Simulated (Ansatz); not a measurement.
The same path of a periodic cell of 17 atoms, Mg$_{8}$HO$_{8}$ (host MgO, host structure Fm-3m, interstitial H), cell charge +1 was run twice with different band settings. Lost on the way: Mg1–H17, Mg3–H17, Mg7–H17, O12–H17. Made: Mg9–H17, Mg11–H17, O14–H17, Mg15–H17.

Computed with DFT PBE-D3(BJ), scalar-relativistic, plane waves, PAW in Ansatz. Settings: PAW set soft_1, cutoff 420 eV, k mesh 3x3x3, gaussian smearing 0.02 eV, no spin polarisation.

Relaxed end points:

```xyz
17
Lattice="0.0000 4.2665 4.2665 4.2665 0.0000 4.2665 4.2665 4.2665 0.0000" Properties=species:S:1:pos:R:3
Mg 0.010 0.169 -0.008
O 2.129 2.155 2.140
Mg 1.963 2.122 -0.008
O 4.244 4.270 2.140
Mg 2.105 0.027 2.164
O 4.214 2.184 4.321
Mg 4.276 2.122 2.306
O 6.395 4.270 4.291
Mg -0.044 2.176 2.129
O 2.098 4.300 4.288
Mg 2.124 4.274 2.144
O 4.253 6.412 4.282
Mg 2.139 2.176 4.313
O 4.248 4.300 6.437
Mg 4.222 4.259 4.313
O 6.365 6.418 6.437
H 3.685 2.712 0.582
```

```xyz
17
Lattice="0.0000 4.2665 4.2665 4.2665 0.0000 4.2665 4.2665 4.2665 0.0000" Properties=species:S:1:pos:R:3
Mg 0.041 -0.046 0.007
O 2.135 2.127 2.112
Mg 2.139 2.123 -0.008
O 4.316 4.212 2.082
Mg 2.124 -0.046 2.090
O 4.286 2.127 4.263
Mg 4.308 2.138 2.090
O 6.402 4.243 4.263
Mg -0.013 1.960 2.144
O 2.165 4.246 4.233
Mg 2.301 4.275 2.144
O 4.282 6.363 4.233
Mg 2.158 2.104 4.240
O 4.279 4.250 6.385
Mg 4.254 4.275 4.097
O 6.432 6.363 6.382
H 0.580 3.681 1.553
```

Common settings: climbing image yes; optimiser quadratic models (default); force threshold 0.05 eV/Å; end points relaxed.

| run | movable images | spring | start path | iteration limit |
| --- | --- | --- | --- | --- |
| 1 | 5 | 10.0 eV/Å² | IDPP | 73 |
| 2 | 2 | 5.0 eV/Å² | default | 50 |

(1) What does each run give, and how far can it be trusted?

## Answers

(1) Run 1: converged after 15 iterations, highest image 0.363 eV above the first end. The profile has 2 maxima (images 1, 5) with wells between them (image 4): this band takes more than one step, which may be the mechanism or a detour left from its start path. By the program's own check the climbing image is a first-order saddle point (lowest curvatures found: -7.36 and 1.74 eV/Å²).
Run 2: converged after 31 iterations, highest image 0.076 eV above the first end. The order of the stationary point at the top wasn't checked. A band with more images between the same ends climbed to 0.36 eV, so this one has probably stepped over the top. So few images can step over the top or miss a turn of the path.
Limits of this set-up: charged cell in a uniform background, uncorrected.
